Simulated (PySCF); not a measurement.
**NaTe+: from the state search to spectroscopic constants**

One table from this session's results is given with a row withheld; the runs are named, their logs left out.

The runs use PySCF 2.14.0; Na def2-SVPD, Te def2-SVPD with ECP28, scalar-relativistic core potentials.

The first run:

A driver script around PySCF takes these settings:

- atoms: Na, Te
- charge: 1
- basis: Na def2-SVPD, Te def2-SVPD with ECP28
- Hamiltonian: scalar-relativistic core potentials
- basis functions: 53
- electrons treated: 34
- masses in u: 22.9898, 129.9062
- levels: PBE0, PBE, r²SCAN, revPBE, BP86, r²SCAN0, LC-ωPBE, HF, MP2, SCS-MP2, CCSD, CCSD(T)
- grid: 80 radial by 434 angular points
- occupations: held fixed by the projection of orbital angular momentum
- dissociation limit: Na+ + Te, each in its ground configuration
- starting distance in angstrom: 2.995
- values of 2S to try: 0, 2

Run with:

```
OMP_NUM_THREADS=1 python dia.py task.json out
```

Steps of the session up to this table: The job; The PBE0 curve of the state that the search chose; Other states along the same grid; PBE (GGA); r²SCAN; revPBE (GGA); BP86 (GGA); r²SCAN0; LC-ωPBE; UHF (mean field); Correlated methods on the Hartree–Fock reference.

One of the session's tables, all rows but one given; the rest of the session is left out.

It belongs to the step «The curves together». Energy (eV) from each level's lowest point:

```
R (Å)    UHF  UHF-MP2  UHF-SCS-MP2  UHF-CCSD  UHF-CCSD(T)
2.719  0.308    0.309        0.311       n/a          n/a
2.845  0.149    0.150        0.152     0.153        0.154
2.971  0.058    0.059        0.060     0.060        0.061
3.066  0.021    0.021        0.022     0.022        0.022
3.161  0.003    0.003        0.004     0.004        0.004
3.256  0.000    0.000        0.000     0.000        0.000
3.382  0.012    0.012        0.012     0.012        0.012
3.540      ?        ?            ?         ?            ?
3.730  0.095    0.097        0.096     0.096        0.096
3.983  0.170    0.174        0.173       n/a          n/a
```

**Question.** Estimate the row for R (Å) = 3.540.

Worked estimate for «UHF». A straight line through the neighbours (3.382, 0.012) and (3.730, 0.095) gives 0.012 + (0.095 − 0.012) × (3.540 − 3.382) / (3.730 − 3.382) = 0.050; a parabola fitted to 4 rows on both sides gives 0.046.

**Answer.** UHF: 0.044; UHF-MP2: 0.044; UHF-SCS-MP2: 0.044; UHF-CCSD: 0.044; UHF-CCSD(T): 0.044. In «UHF» the line misses by +0.006 and the parabola by +0.002.
